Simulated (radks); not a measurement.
# Ionisation of Bi²⁺: one atom, several choices of exchange strength α

An exercise on one series of results from a longer session: the logs are not shown, and one member is left open.

Method: Dirac Kohn-Sham, spin-unpolarised, spherical densities, finite nucleus; open shells are shared between the two j in proportion to 2j + 1. Code: radks (a radial shooting solver on a logarithmic mesh, Libxc functionals) version 1.

### The atom as given

```
element       : bismuth (Z = 83)
charge        : +2
electrons     : 81
configuration : [Hg] 6p1
ion           : Bi³⁺, [Hg]
choices       : α = 0.593; α = 0.652; α = 0.667; α = 0.717; α = 0.946; α = 0.953; α = 0.976; α = 1.005
```

The outer shells:

Bi²⁺
```
[Hg] core
6p [↑ ][  ][  ]
```

Bi³⁺
```
[Xe] core
4f [↑↓][↑↓][↑↓][↑↓][↑↓][↑↓][↑↓]
5d [↑↓][↑↓][↑↓][↑↓][↑↓]
6s [↑↓]
```

Set-up of the first run:

Settings of this run:

```text
Z 83
configuration [Hg] 6p1
relativity Dirac
functional xalpha 0.593
spin unpolarised
j_filling average
nucleus finite rms 5.5211 fm
c 137.035999084
```

Steps of the session up to this table: α = 0.593: Bi²⁺.

One table of the session follows, with a row left open; its other results are not shown here.

It belongs to the step «α = 0.593: Bi²⁺». From the orbitals of this run (lengths in bohr):

```
level     <r>  outermost maximum (interpolated)  90 % within  nodes
4f7/2  0.4464                             0.345        0.707      0
5p1/2  0.8875                             0.808         1.28      3
5p3/2  0.9787                             0.885         1.41      3
5d3/2       ?                                 ?            ?      ?
5d5/2   1.261                              1.05         1.90      2
6s1/2   2.101                              1.86         3.03      5
6p1/2   2.485                              2.15         3.63      4
6p3/2   2.762                              2.40         4.03      4
```

Q: Estimate the row for 5d3/2 from the others.

The run gave: <r>: 1.217; outermost maximum (interpolated): 1.02; 90 % within: 1.83; nodes: 2. In the column «<r>» it lies between 5p3/2 (0.9787) and 5d5/2 (1.261).

To keep in mind: Spin polarisation and multiplet splitting are left out, so open shells lie too high by an amount that depends on their filling.
